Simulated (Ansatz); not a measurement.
# BaMg6Cd: the cost of one run

Method: DFT PBE, scalar-relativistic, plane waves, PAW, in Ansatz 0.2.0.

## Step 1: Starting point

It takes space group Amm2 (No. 38, orthorhombic). The conventional cell has a = 5.170 Å, b = 7.063 Å, c = 12.117 Å, α = 90.00°, β = 90.00°, γ = 90.00°. Ba (site symmetry mm2) has 2 Cd at 3.41 Å and 10 Mg at 3.45 to 3.53 Å as nearest neighbours. Mg (site symmetry m) is surrounded by 8 Mg at 3.18 to 3.64 Å and 2 Cd at 3.21 Å and 2 Ba at 3.49 to 3.52 Å. Around Mg (site symmetry mm2) lie 10 Mg at 3.21 to 3.64 Å and 2 Ba at 3.53 Å. Around Mg (site symmetry m) lie 1 Cd at 3.08 Å and 7 Mg at 3.14 to 3.53 Å and 2 Ba at 3.45 Å. Mg (site symmetry mm2) has 10 Mg at 3.33 to 3.53 Å and 2 Cd at 3.54 Å as nearest neighbours. Cd (site symmetry mm2) is surrounded by 8 Mg at 3.08 to 3.54 Å and 2 Ba at 3.41 Å.

As a file:

```xyz
8
Lattice="5.1702 0.0000 0.0000 0.0000 3.5314 6.0584 0.0000 -3.5314 6.0584" Properties=species:S:1:pos:R:3 pbc="T T T"
Ba    0.0000    0.0000   10.0673
Mg    0.0000   -1.7133    7.0238
Mg    0.0000    1.7133    7.0238
Mg    0.0000    0.0000    4.1238
Mg    2.5851   -1.5709    5.1839
Mg    2.5851    1.5709    5.1839
Mg    2.5851    0.0000    2.0222
Cd    2.5851    0.0000    7.8385
```

The structure comes from the Materials Project (structure only).

## Step 2: The listed cell as it stands

Input file input.yaml:

```yaml
crystal:
  lattice:
    - [5.170153, 0.0, 0.0]
    - [0.0, 3.5313585, 6.058407]
    - [0.0, -3.5313585, 6.058407]
  atoms:
    - { symbol: Ba, position: [0.0, 0.830852, 0.830852] }
    - { symbol: Mg, position: [0.0, 0.337094, 0.822256] }
    - { symbol: Mg, position: [0.0, 0.822256, 0.337094] }
    - { symbol: Mg, position: [0.0, 0.340335, 0.340335] }
    - { symbol: Mg, position: [0.5, 0.205399, 0.650255] }
    - { symbol: Mg, position: [0.5, 0.650255, 0.205399] }
    - { symbol: Mg, position: [0.5, 0.166894, 0.166894] }
    - { symbol: Cd, position: [0.5, 0.646915, 0.646915] }
basis:
  ecutwfc: 420
kpoints:
  mp_grid: { grid: [8, 6, 6] }
hamiltonian:
  xc: pbe
scf:
  occupations: { method: gaussian, width: 0.1 }
output:
  forces: true
  stress: true
  eigenvalues: true
  populations: true
```

Run with:

```console
$ ansatz run input.yaml --threads 1 --pin off --max-ram 2560MiB --backend cpu --events-out ev --progress --plain --runs-dir out
```

**Question.** How long does this run take on 1 thread of Arm Neoverse V1, shared host, and how much memory does it need?

About 81 s, with a peak of 0.75 GiB.
